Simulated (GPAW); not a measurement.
# MoS2 (P6_3/mmc) in GPAW: single point with LDA

Aim: the single point of MoS2 with LDA.

Program: GPAW 26.7.0. These are calculated values, not measurements. Logs are shortened: lines on timing, memory, paths and dates and some standing lists are left out, and cuts for length are marked. The log counts tension as positive stress, the text compression.

**What was measured.**

From “Multiwavelength excitation Raman Scattering Analysis of bulk and 2 dimensional MoS2: Vibrational properties of atomically thin MoS2 layers”, 2015, arxiv:1506.03228, for a bulk crystal of MoS2 at 300 K: band gap 1.3 eV (indirect).

The results are compared with them further down.

**1. Starting point**

Symmetry: P6_3/mmc, No. 194, hexagonal system. Conventional cell: a = 3.161 Å, b = 3.161 Å, c = 12.295 Å, α = 90.00°, β = 90.00°, γ = 120.00°. Mo (site symmetry -6m2) is surrounded by 6 S at 2.40 Å. S (site symmetry 3m) is surrounded by 3 Mo at 2.40 Å.

**2. Single point, LDA**

File run.py:

```python
from ase import Atoms
from ase.dft.bandgap import bandgap
from ase.io import write
from ase.units import GPa
from gpaw import GPAW, PW

atoms = Atoms(['Mo', 'Mo', 'S', 'S', 'S', 'S'],
              cell=[[3.1609999994, 0.0, 0.0],
                    [-1.5804999997, 2.7375063009, 0.0],
                    [0.0, 0.0, 12.295]],
              scaled_positions=[[0.33333333, 0.66666667, 0.25],
                                [0.6666666633, 0.3333333367, 0.75],
                                [0.33333333, 0.66666667, 0.62278662],
                                [0.6666666633, 0.3333333367, 0.12278662],
                                [0.33333333, 0.66666667, 0.87721338],
                                [0.6666666633, 0.3333333367, 0.37721338]],
              pbc=True)

calc = GPAW(mode=PW(500),
            xc='LDA',
            kpts={'size': (8, 8, 2), 'gamma': True},
            occupations={'name': 'fermi-dirac', 'width': 0.05},
            nbands=46,
            maxiter=120,
            txt='gpaw.txt')
atoms.calc = calc
energy = atoms.get_potential_energy()
forces = atoms.get_forces()
stress = atoms.get_stress()
calc.write('gs.gpw')
write('result.traj', atoms)
print(f'Energy: {energy:.6f} eV')
print('Forces (eV/A):')
print(forces.round(4))
print('Stress (GPa):', (stress / GPa).round(3))
print('Fermi level:', round(calc.get_fermi_level(), 4), 'eV')
print(f'Gap: {bandgap(calc)[0]:.4f} eV, direct: {bandgap(calc, direct=True)[0]:.4f} eV')
```

Potentials or basis: the program's PAW data sets (release 1.2.1) made for this functional, pw.

Run with:

```console
$ OMP_NUM_THREADS=1 python run.py
```

gpaw.txt:

```text
__  _  _
 | _ |_)|_||  |
 |__||  | ||/\| - 26.7.0

Input parameters:
  mode=PW(ecut=500.0),
  kpts=MonkhorstPack(size=(8, 8, 2), gamma=True),
  maxiter=120,
  nbands=46,
  occupations=Occupations(name='fermi-dirac', width=0.05),
  xc=XC(name='LDA')

Diagonalizing LCAO Hamiltonian
Converting LCAO to pw mode

        S

           Mo
        S

           S
        Mo

           S

Atoms  # Å, Bohr magnetons
|   | symbol |         x |        y |         z |    initial magnetic moments |
|---|--------|-----------|----------|-----------|-----------------------------|
| 0 |     Mo | -0.000000 | 1.825004 |  3.073750 | ( 0.0000,  0.0000,  0.0000) |
| 1 |     Mo |  1.580500 | 0.912502 |  9.221250 | ( 0.0000,  0.0000,  0.0000) |
| 2 |      S | -0.000000 | 1.825004 |  7.657161 | ( 0.0000,  0.0000,  0.0000) |
| 3 |      S |  1.580500 | 0.912502 |  1.509661 | ( 0.0000,  0.0000,  0.0000) |
| 4 |      S | -0.000000 | 1.825004 | 10.785339 | ( 0.0000,  0.0000,  0.0000) |
| 5 |      S |  1.580500 | 0.912502 |  4.637839 | ( 0.0000,  0.0000,  0.0000) |

Unit cell  # Å
| periodic |         x |        y |         z |   lengths |     angles |
|----------|-----------|----------|-----------|-----------|------------|
|      yes |  3.161000 | 0.000000 |  0.000000 |  3.161000 |  90.000000 |
|      yes | -1.580500 | 2.737506 |  0.000000 |  3.161000 |  90.000000 |
|      yes |  0.000000 | 0.000000 | 12.295000 | 12.295000 | 120.000000 |

Number of symmetries: 12
Symmetry operations  # r_c * U_cc + t_c -> r_c
|    | kind |            matrix            |
|----|------|------------------------------|
|  0 |  σ   |  1, 1, 0,  0,-1, 0,  0, 0, 1 |
|  1 |  S6  |  1, 1, 0, -1, 0, 0,  0, 0,-1 |
|  2 |  E   |  1, 0, 0,  0, 1, 0,  0, 0, 1 |
|  3 |  C2  |  1, 0, 0, -1,-1, 0,  0, 0,-1 |
|  4 |  C2  |  0, 1, 0,  1, 0, 0,  0, 0,-1 |
|  5 |  C3  |  0, 1, 0, -1,-1, 0,  0, 0, 1 |
|  6 |  S6  |  0,-1, 0,  1, 1, 0,  0, 0,-1 |
|  7 |  σ   |  0,-1, 0, -1, 0, 0,  0, 0, 1 |
|  8 |  σ   | -1, 0, 0,  1, 1, 0,  0, 0, 1 |
|  9 |  i   | -1, 0, 0,  0,-1, 0,  0, 0,-1 |
| 10 |  C3  | -1,-1, 0,  1, 0, 0,  0, 0, 1 |
| 11 |  C2  | -1,-1, 0,  0, 1, 0,  0, 0,-1 |

BZ-sampling:
  Number of BZ points: 128
  Number of IBZ points: 20

  Monkhorst-Pack size: [8, 8, 2]
  Monkhorst-Pack shift: [0.0625, 0.0625, 0.25]

K-points  # in reciprocal-cell coordinates
|     |                                coordinates |     weight |
|-----|--------------------------------------------|------------|
|   0 | (  0.00000000,   0.00000000,   0.00000000) | 0.00781250 |
|   1 | (  0.00000000,   0.00000000,   0.50000000) | 0.00781250 |
|   2 | (  0.12500000,   0.00000000,   0.00000000) | 0.04687500 |
|   3 | (  0.12500000,   0.00000000,   0.50000000) | 0.04687500 |
|   4 | (  0.25000000,  -0.12500000,   0.00000000) | 0.04687500 |
|   5 | (  0.25000000,  -0.12500000,   0.50000000) | 0.04687500 |
|   6 | (  0.25000000,   0.00000000,   0.00000000) | 0.04687500 |
|   7 | (  0.25000000,   0.00000000,   0.50000000) | 0.04687500 |
|   8 | (  0.37500000,  -0.12500000,   0.00000000) | 0.09375000 |
|   9 | (  0.37500000,  -0.12500000,   0.50000000) | 0.09375000 |
| ... |                                            |            |
|  19 | (  0.50000000,   0.50000000,   0.50000000) | 0.02343750 |

Plane wave coefficients: 2736
Cutoff: 500.0 eV

Spin-components: 1 (collinear spins)
Bands:           46
Projectors:      32
Spin-degeneracy: 2
Datatype:        complex128

Parallelization:
  kpt:    1
  domain: 1
  band:   1

Density:
  Valence electrons: 52.0
  Components: 1
  Grid points: [18 18 64]
  Charge: 0.0  # |e|

Potential:
  Grid points: [18 18 64]

species:
  Mo:
    name:    Molybdenum
    Z:       42.0
    valence: 14
    core:    28
    charge:  0.0  # [|e|]
    compensation charges:
      type: gauss
      rc: 0.38  # [Å]
      lmax: 2
    cutoffs:
      filter: 2.16  # [Å]
      core: 1.42  # [Å]
    projectors
    | kind |    occ | energy [eV] | rcut [Å] |
    |------|--------|-------------|----------|
    |   4s |  2.000 |     -64.384 |    1.238 |
    |   5s |  1.000 |      -4.319 |    1.238 |
    |   4p |  6.000 |     -38.595 |    1.296 |
    |   5p |  0.000 |      -1.161 |    1.296 |
    |   4d |  5.000 |      -3.933 |    1.296 |
    |    d |        |      23.278 |    1.296 |

    Using partial waves for Mo as LCAO basis

  S:
    name:    Sulfur
    Z:       16.0
    valence: 6
    core:    10
    charge:  0.0  # [|e|]
    compensation charges:
      type: gauss
      rc: 0.24  # [Å]
      lmax: 2
    cutoffs:
      filter: 1.77  # [Å]
      core: 1.66  # [Å]
    projectors
    | kind |    occ | energy [eV] | rcut [Å] |
    |------|--------|-------------|----------|
    |   3s |  2.000 |     -17.278 |    0.974 |
    |   3p |  4.000 |      -7.106 |    0.979 |
    |    s |        |       9.933 |    0.974 |
    |    p |        |      20.105 |    0.979 |
    |    d |        |       0.000 |    0.900 |

    Using partial waves for S as LCAO basis

Reference energy: -263337.961849  # eV

eigensolver:
  PPCG
  Converge bands: occupied
  niter=2

density mixing:
  MSR1-Mixer
  Pratt-step length: 0.05
  Maximum mixing coefficient: 0.75
  Old densities: 10
  SVD Regularization: 0.005
  Good broyden scale: 1.0
  Trust region scale: 1.0
  Backstep threshold: 4.0
  History deletion threshold: 6.0
  Fourier metric: weight=20.0, sigma=0.015

occupation numbers:
  Fermi-Dirac:
    width: 0.0500  # eV

poisson solver:
  ecut: 4000.0  # eV

xc functional:
  name: None

convergence criteria:
- Maximum [total energy] change in last 3 cyles: 0.0005 eV / valence electron
- Maximum integral of absolute [dens]ity change: 0.0001 electrons / valence electron
- Maximum integral of absolute [eigenst]ate change: 4e-08 eV^2 / valence electron
maximum number of iterations: 120

SCF iterations
|iter     | |      energy | eigst |  dens |
|---------|-|-------------|-------|-------|
|iter:   1| |  -52.619686 | +0.52 |       |
|iter:   2| |  -51.854002 | -1.16 | -0.99 |
|iter:   3| |  -49.856161 | -1.15 | -1.07 |
|iter:   4| |  -49.680926 | -1.95 | -1.45 |
|iter:   5| |  -49.674375 | -2.56 | -1.79 |
|iter:   6| |  -49.698866c| -2.96 | -2.01 |
|iter:   7| |  -49.651485 | -3.19 | -2.02 |
|iter:   8| |  -49.651461 | -5.00 | -3.07 |
|iter:   9| |  -49.651461c| -6.08 | -3.50 |
|iter:  10| |  -49.651461c| -7.38 | -4.38c|
|iter:  11| |  -49.651461c| -7.81c| -4.86c|

Converged in 11 steps
Energy contributions relative to reference atoms: (reference = -263337.961849)

Energy contributions:
  Kinetic:          -5.756024
  Coulomb:          -6.618930
  Zero:             -0.279515
  External:          0.000000
  Xc:              -36.996988
  Entropy:          -0.000007
  Spinorbit:         0.000000
  ----------------------------
  Free energy:     -49.651465
  Extrapolated:    -49.651461

dipole moment: (0.000000, 0.000002, 0.000007)  # |e|*Ang

Fermi level: 8.433
Eigenvalues  # (at kpt = [0.000, 0.000, 0.000])
| band index |      eig [eV] | occ [0-2] |
|------------|---------------|-----------|
|          0 |       -53.368 |     2.000 |
|        ... |               |           |
|         18 |         4.784 |     2.000 |
|         19 |         5.876 |     2.000 |
|         20 |         5.876 |     2.000 |
|         21 |         5.923 |     2.000 |
|         22 |         5.923 |     2.000 |
|         23 |         6.823 |     2.000 |
[... 8 lines left out ...]
|         32 |        10.498 |     0.000 |
|         33 |        10.498 |     0.000 |
|        ... |               |           |
|         45 |        20.410 |     0.000 |

Gap: 0.898 eV
Transition (v -> c):
  (s=0, k=0, n=25, [0.00, 0.00, 0.00]) -> (s=0, k=8, n=26, [0.38, -0.12, 0.00])
Direct/indirect transitions are different
Direct gap: 1.931 eV
Transition at: (s=0, k=12, n=25, [0.38, 0.38, 0.00])

Forces  # eV/Ang
|        x |        y |        z |
|----------|----------|----------|
|  0.00000 |  0.00000 | -0.00013 |  # Mo   0
|  0.00000 |  0.00000 |  0.00013 |  # Mo   1
| -0.00000 |  0.00000 |  0.46340 |  # S    2
|  0.00000 | -0.00000 |  0.46333 |  # S    3
|  0.00000 |  0.00000 | -0.46333 |  # S    4
|  0.00000 | -0.00000 | -0.46340 |  # S    5

Stress tensor  # eV/Ang^3
|        x |        y |        z |
|----------|----------|----------|
| 0.034013 | 0.000000 | 0.000000 |
| 0.000000 | 0.034013 | 0.000000 |
| 0.000000 | 0.000000 | 0.033206 |

# Writing to gs.gpw (mode='')
```

Run time: 36 s. Hardware: 1 thread of AMD EPYC 7R13 (Zen 3), shared host; peak memory 0.22 GiB.

What came out:

```yaml
Free_energy: -49.6515 eV
Pressure: -5.4 GPa
Largest_force: 0.463 eV/Å
Band_gap_on_the_k_mesh: 0.90 eV, indirect (least direct gap 1.93 eV)
```

Forces in eV/Å, atoms in the order of the input:
```
Mo   0.000  0.000  0.000
Mo   0.000  0.000  0.000
S    0.000  0.000  0.463
S    0.000  0.000  0.463
S    0.000  0.000 -0.463
S    0.000  0.000 -0.463
```

Caveat: the cutoff is short for stress and forces, so pressures can be off by a GPa or more.

**3. How close it comes**

Step 2. Against the measured gap of MoS2, 1.3 eV (indirect; 300 K; “Multiwavelength excitation Raman Scattering Analysis of bulk and 2 dimensional MoS2: Vibrational properties of atomically thin MoS2 layers”, 2015, arxiv:1506.03228), the calculated 0.90 eV is off by -0.40 eV. Spin-orbit coupling on Mo is left out. The value is that of LDA on a finite k mesh, which can miss the band edges, without temperature or zero-point motion. Semilocal functionals fall short of measured gaps as a rule.
